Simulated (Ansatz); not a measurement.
# C₃H₈Cl₂GaN: one species, many methods

The task here is to estimate one member of a computed series from the others.

Computed with Ansatz 0.2.0, Gaussian basis. Level: functionals in def2-TZVPP, the program's frozen cores in correlated methods.

Plan: LDA (SPW92), PBE-D4, revPBE-D4, BLYP-D4, r2SCAN-D4, B97M-V, PBE0-D4, B3LYP-D4, r2SCANh-D4, r2SCAN0-D4, HSE06-D4, BHLYP-D4, CAM-B3LYP-D4, LC-ωPBE, ωB97X-V, ωB97M-V, B2PLYP, PBE-QIDH; CCSD(T)/def2-SVP; CCSD(T)/def2-TZVPP; MP2/def2-QZVPP; extrapolation to the limit; RPA on PBE.

### The relaxed structure

An earlier PBE0-D4 in a triple-zeta def2 set relaxation fixed the geometry.

SMILES `CC(C)[NH][Ga]([Cl])[Cl]`, 15 atoms, charge 0, spin multiplicity 1.

Atoms are counted from 1 here; the program's logs count them from 0.

Bond lengths: C1–C2 1.522 Å, C1–H8 1.091 Å, C1–H9 1.095 Å, C1–H10 1.093 Å, C2–C3 1.522 Å, C2–N4 1.454 Å, C2–H11 1.096 Å, C3–H12 1.091 Å, C3–H13 1.093 Å, C3–H14 1.095 Å, N4–Ga5 1.791 Å, N4–H15 1.009 Å, Ga5–Cl6 2.128 Å, Ga5–Cl7 2.126 Å. Angles: C2–C1–H8 110.8°, C2–C1–H9 110.5°, C2–C1–H10 111.1°, H8–C1–H9 108.1°, H8–C1–H10 108.5°, H9–C1–H10 107.8°, C1–C2–C3 111.4°, C1–C2–N4 111.0°, C1–C2–H11 108.2°, C3–C2–N4 111.0°, C3–C2–H11 108.2°, N4–C2–H11 106.8°, C2–C3–H12 110.8°, C2–C3–H13 111.1°, C2–C3–H14 110.5°, H12–C3–H13 108.5°, H12–C3–H14 108.1°, H13–C3–H14 107.8° and more.

As a file:

```mol
C3H8Cl2GaN
  3D, bonds by distance, orders not assigned

 15 14  0  0  0  0  0  0  0  0999 V2000
   -1.5395   -0.7087   -0.3376 C   0  0
   -0.2849   -0.1444    0.3128 C   0  0
    0.3887   -1.1752    1.2067 C   0  0
    0.6396    0.3615   -0.6886 N   0  0
    1.2031    2.0503   -0.8845 Ga  0  0
    0.5081    3.5648    0.4383 Cl  0  0
    2.5661    2.5784   -2.4281 Cl  0  0
   -2.0332    0.0486   -0.9492 H   0  0
   -1.2875   -1.5555   -0.9839 H   0  0
   -2.2476   -1.0628    0.4155 H   0  0
   -0.5768    0.7088    0.9350 H   0  0
    1.2675   -0.7499    1.6947 H   0  0
   -0.2969   -1.5348    1.9780 H   0  0
    0.7122   -2.0394    0.6178 H   0  0
    0.9813   -0.3417   -1.3269 H   0  0
  1  2  8  0
  2  3  8  0
  2  4  8  0
  4  5  8  0
  5  6  8  0
  5  7  8  0
  1  8  8  0
  1  9  8  0
  1 10  8  0
  2 11  8  0
  3 12  8  0
  3 13  8  0
  3 14  8  0
  4 15  8  0
M  END
```

Set-up of the first run:

in.yaml

```yaml
crystal:
  periodic: [false, false, false]
  atoms:
    - {symbol: C, position_ang: [-1.539491, -0.708695, -0.337619]}
    - {symbol: C, position_ang: [-0.284887, -0.144398, 0.312752]}
    - {symbol: C, position_ang: [0.388668, -1.175184, 1.206743]}
    - {symbol: N, position_ang: [0.639605, 0.361488, -0.688604]}
    - {symbol: Ga, position_ang: [1.203079, 2.050251, -0.884476]}
    - {symbol: Cl, position_ang: [0.508062, 3.564818, 0.438270]}
    - {symbol: Cl, position_ang: [2.566105, 2.578415, -2.428067]}
    - {symbol: H, position_ang: [-2.033231, 0.048613, -0.949180]}
    - {symbol: H, position_ang: [-1.287529, -1.555534, -0.983908]}
    - {symbol: H, position_ang: [-2.247649, -1.062816, 0.415526]}
    - {symbol: H, position_ang: [-0.576841, 0.708830, 0.934990]}
    - {symbol: H, position_ang: [1.267523, -0.749945, 1.694661]}
    - {symbol: H, position_ang: [-0.296881, -1.534766, 1.978004]}
    - {symbol: H, position_ang: [0.712164, -2.039391, 0.617837]}
    - {symbol: H, position_ang: [0.981295, -0.341665, -1.326940]}
basis:
  gaussian: {orbitals: def2-TZVPP}
hamiltonian: {xc: lda}
output: {orbitals: {seedname: orbitals}}
```

The run is started by

```sh
$ ansatz run in.yaml --threads 2 --pin off --events-out ev --progress --plain --max-ram 32768MiB --backend cuda --devices 0, --max-vram 18GiB
```

Among the steps run: LDA; PBE-D4 (GGA); revPBE-D4 (GGA); BLYP-D4 (GGA); r2SCAN-D4 (meta-GGA); B97M-V (meta-GGA); B3LYP-D4 (hybrid); r2SCANh-D4 (hybrid); r2SCAN0-D4 (hybrid); HSE06-D4 (hybrid); BHLYP-D4 (hybrid); CAM-B3LYP-D4 (range-separated); LC-ωPBE (range-separated); ωB97X-V (range-separated); ωB97M-V (range-separated); B2PLYP (double hybrid); PBE-QIDH (double hybrid).

One of the session's tables, all rows but one given; the rest of the session is left out.

It belongs to the step «Orbital energies across the functionals». 

```
  functional  HOMO (eV)  gap (eV)
 LDA (SPW92)          ?         ?
      PBE-D4      -5.99      4.12
   revPBE-D4      -5.91      4.18
     BLYP-D4      -5.87      4.04
   r2SCAN-D4      -6.26      4.68
      B97M-V      -6.35      4.67
     PBE0-D4      -7.30      6.37
    B3LYP-D4      -7.08      5.83
  r2SCANh-D4      -6.75      5.50
  r2SCAN0-D4      -7.49      6.74
    HSE06-D4      -6.90      5.60
    BHLYP-D4      -8.54      8.52
CAM-B3LYP-D4      -8.70      8.75
     LC-ωPBE     -10.07     11.45
     ωB97X-V      -9.71     10.88
     ωB97M-V      -9.61     10.57
```

Q: Estimate the row for LDA (SPW92) from the others.

The run gave: HOMO (eV): -6.20; gap (eV): 4.03. In the column «HOMO (eV)» it lies between r2SCAN-D4 (-6.26) and PBE-D4 (-5.99).
